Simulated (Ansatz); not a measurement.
# C6H4Se4: small, medium and large basis sets

An exercise on one series of results from a longer session: the logs are not shown, and one member is left open.

Program: Ansatz 0.2.0, Gaussian basis. Level of theory: one geometry, several basis sets. These are calculated values, not measurements.

Levels to be run: PBE0-D4/def2-SVP; ωB97M-V/def2-SVP; PBE0-D4/def2-QZVPP; ωB97M-V/def2-QZVPP; the functionals' def2-TZVPP values are taken from earlier runs.

### Structure used throughout

An earlier PBE0-D4 in a triple-zeta def2 set relaxation fixed the geometry.

SMILES `C1=C[Se]C(=C2[Se]C=C[Se]2)[Se]1`, 14 atoms, charge 0, spin multiplicity 1.

Atoms are counted from 1 here; the program's logs count them from 0.

Bond lengths: C1–C2 1.328 Å, C1–Se10 1.881 Å, C1–H11 1.083 Å, C2–Se3 1.881 Å, C2–H12 1.083 Å, Se3–C4 1.896 Å, C4–C5 1.338 Å, C4–Se10 1.896 Å, C5–Se6 1.896 Å, C5–Se9 1.896 Å, Se6–C7 1.881 Å, C7–C8 1.328 Å, C7–H13 1.083 Å, C8–Se9 1.881 Å, C8–H14 1.083 Å. Angles: C2–C1–Se10 119.4°, C2–C1–H11 123.7°, Se10–C1–H11 116.8°, C1–C2–Se3 119.4°, C1–C2–H12 123.7°, Se3–C2–H12 116.8°, C2–Se3–C4 92.6°, Se3–C4–C5 123.1°, Se3–C4–Se10 113.7°, C5–C4–Se10 123.1°, C4–C5–Se6 123.1°, C4–C5–Se9 123.1°, Se6–C5–Se9 113.8°, C5–Se6–C7 92.6°, Se6–C7–C8 119.4°, Se6–C7–H13 116.8°, C8–C7–H13 123.7°, C7–C8–Se9 119.4° and more.

The first run:

Contents of in.yaml:

```yaml
crystal:
  periodic: [false, false, false]
  atoms:
    - {symbol: C, position_ang: [2.511147, -0.779135, -2.075202]}
    - {symbol: C, position_ang: [3.173040, -0.460483, -0.969104]}
    - {symbol: Se, position_ang: [2.273106, 0.430042, 0.421580]}
    - {symbol: C, position_ang: [0.583779, 0.202455, -0.407684]}
    - {symbol: C, position_ang: [-0.576210, 0.405068, 0.228096]}
    - {symbol: Se, position_ang: [-0.682708, 0.946621, 2.041574]}
    - {symbol: C, position_ang: [-2.514235, 0.532942, 2.147996]}
    - {symbol: C, position_ang: [-3.176091, 0.214047, 1.041955]}
    - {symbol: Se, position_ang: [-2.265436, 0.184541, -0.603272]}
    - {symbol: Se, position_ang: [0.690425, -0.331979, -2.223266]}
    - {symbol: H, position_ang: [2.965334, -1.268311, -2.927568]}
    - {symbol: H, position_ang: [4.226443, -0.661117, -0.820165]}
    - {symbol: H, position_ang: [-2.973780, 0.596388, 3.126205]}
    - {symbol: H, position_ang: [-4.234804, -0.011102, 1.018876]}
basis:
  gaussian: {orbitals: def2-SVP}
hamiltonian: {xc: pbe0, dispersion: d4}
output: {orbitals: {seedname: orbitals}}
```

Started as:

```sh
$ ansatz run in.yaml --threads 4 --pin off --events-out ev --progress --plain --max-ram 46080MiB --backend cpu
```

Among the steps run: PBE0-D4 in def2-SVP; ωB97M-V in def2-SVP; PBE0-D4 in def2-QZVPP; ωB97M-V in def2-QZVPP.

One table of the session follows, with a row left open; its other results are not shown here.

It belongs to the step «Functionals by basis». 

```
functional       basis  HOMO (eV)
   PBE0-D4    def2-SVP      -4.99
   PBE0-D4  def2-TZVPP          ?
   PBE0-D4  def2-QZVPP      -5.08
   ωB97M-V    def2-SVP      -6.87
   ωB97M-V  def2-TZVPP      -6.96
   ωB97M-V  def2-QZVPP      -6.98
```

**Question.** Estimate the row for PBE0-D4, def2-TZVPP.

The run gave: HOMO (eV): -5.06. In the column «HOMO (eV)» it lies between PBE0-D4, def2-QZVPP (-5.08) and PBE0-D4, def2-SVP (-4.99).
